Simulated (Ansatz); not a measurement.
# Ti5Al4: the cost of one run

Program: Ansatz 0.2.0. Level of theory: DFT PBEsol, scalar-relativistic, plane waves, PAW. These are calculated values, not measurements.

1 further run of the same task is left out (set aside as unsound or not needed).

## (1) The starting structure

The structure is orthorhombic, space group Pmm2 (No. 25). The conventional cell has a = 3.953 Å, b = 4.039 Å, c = 22.929 Å, α = 90.00°, β = 90.00°, γ = 90.00°. Ti (site symmetry mm2) has 2 Ti at 2.80 Å and 6 Al at 2.83 Å as nearest neighbours. Around Al (site symmetry mm2) lie 2 Al at 2.80 Å and 6 Ti at 2.83 Å. Ti (site symmetry mm2) is surrounded by 4 Ti at 2.78 to 2.80 Å and 8 Al at 2.83 to 2.84 Å. Al (site symmetry mm2) is surrounded by 4 Al at 2.80 to 2.81 Å and 8 Ti at 2.81 to 2.83 Å. Around Ti (site symmetry mm2) lie 4 Ti at 2.75 to 2.78 Å and 8 Al at 2.81 to 2.83 Å. Around Al (site symmetry mm2) lie 8 Ti at 2.75 to 2.84 Å and 4 Al at 2.76 to 2.81 Å. Ti (site symmetry mm2) has 2 Ti at 2.75 Å and 6 Al at 2.75 to 2.83 Å as nearest neighbours. Al (site symmetry mm2) is surrounded by 2 Al at 2.76 Å and 6 Ti at 2.82 to 2.83 Å.

Coordinates:

```cif
data_structure
_symmetry_space_group_name_H-M 'Pmm2'
_symmetry_Int_Tables_number 25
_cell_length_a 3.9530
_cell_length_b 4.0387
_cell_length_c 22.9294
_cell_angle_alpha 90.000
_cell_angle_beta 90.000
_cell_angle_gamma 90.000
_cell_volume 366.07
loop_
_atom_site_label
_atom_site_type_symbol
_atom_site_symmetry_multiplicity
_atom_site_Wyckoff_symbol
_atom_site_fract_x
_atom_site_fract_y
_atom_site_fract_z
_atom_site_occupancy
Ti1 Ti 1 c 0.50000 0.00000 0.37070 1
Al1 Al 1 b 0.00000 0.50000 0.37070 1
Ti2 Ti 1 a 0.00000 0.00000 0.45690 1
Al2 Al 1 d 0.50000 0.50000 0.45690 1
Ti3 Ti 1 c 0.50000 0.00000 0.54242 1
Al3 Al 1 b 0.00000 0.50000 0.54417 1
Ti4 Ti 1 a 0.00000 0.00000 0.62574 1
Al4 Al 1 d 0.50000 0.50000 0.62844 1
```

Planes are indexed in the bulk's conventional cell (P4/mmm (No. 123)), a = 2.795 Å, b = 2.795 Å, c = 4.039 Å, α = 90.00°, β = 90.00°, γ = 90.00°.

It is a (110) slab, 5.9 Å thick as cut, with 17 Å of vacuum; its outer planes are TiAl (top) and TiAl (bottom). An earlier relaxation, lower half held, gave -11993.3776 eV, work function 4.12 eV (top face), 4.09 eV (bottom face).

## (2) Ti at the top (Al) site

With the adsorbate the run is spin-polarised.

input.yaml reads:

```yaml
crystal:
  lattice:
    - [3.952951199, 0.0, 0.0]
    - [0.0, 4.038740475, 0.0]
    - [0.0, 0.0, 24.9294267985]
  atoms:
    - { symbol: Ti, position: [0.5, 0.0, 0.3409625126] }
    - { symbol: Al, position: [0.0, 0.5, 0.3409625126] }
    - { symbol: Ti, position: [0.0, 0.0, 0.4202453463] }
    - { symbol: Al, position: [0.5, 0.5, 0.4202453463] }
    - { symbol: Ti, position: [0.5, 0.0, 0.4989077285] }
    - { symbol: Al, position: [0.0, 0.5, 0.5005150153] }
    - { symbol: Ti, position: [0.0, 0.0, 0.5755352557] }
    - { symbol: Al, position: [0.5, 0.5, 0.5780257635] }
    - { symbol: Ti, position: [0.5, 0.5, 0.6911450912], spin: 2.0 }
basis:
  ecutwfc: 420
kpoints:
  mp_grid: { grid: [7, 7, 1] }
hamiltonian:
  xc: pbesol
scf:
  occupations: { method: gaussian, width: 0.1 }
output:
  forces: true
  eigenvalues: true
  populations: true
  write_density: true
  write_potential: true
  elf: true
  volumetric_format: npy
magnetization:
  spin_polarized: true
relax:
  adjacent_minimum: "off"
  f_tol: 0.03
  max_steps: 70
  constraints: [{ sites: [0, 1, 2, 3] }]
efield:
  axis: 3
  dipole_correction: true
  ramp_width: 0.04
```

Command:

```console
$ ansatz run input.yaml --threads 1 --pin off --max-ram 2560MiB --backend cpu --events-out ev --progress --plain --runs-dir out
```

**Question.** How long does this run take on 1 thread of Intel Xeon 6975P-C (Granite Rapids), shared host, and how much memory does it need?

About 6.1 min, with a peak of 0.91 GiB.
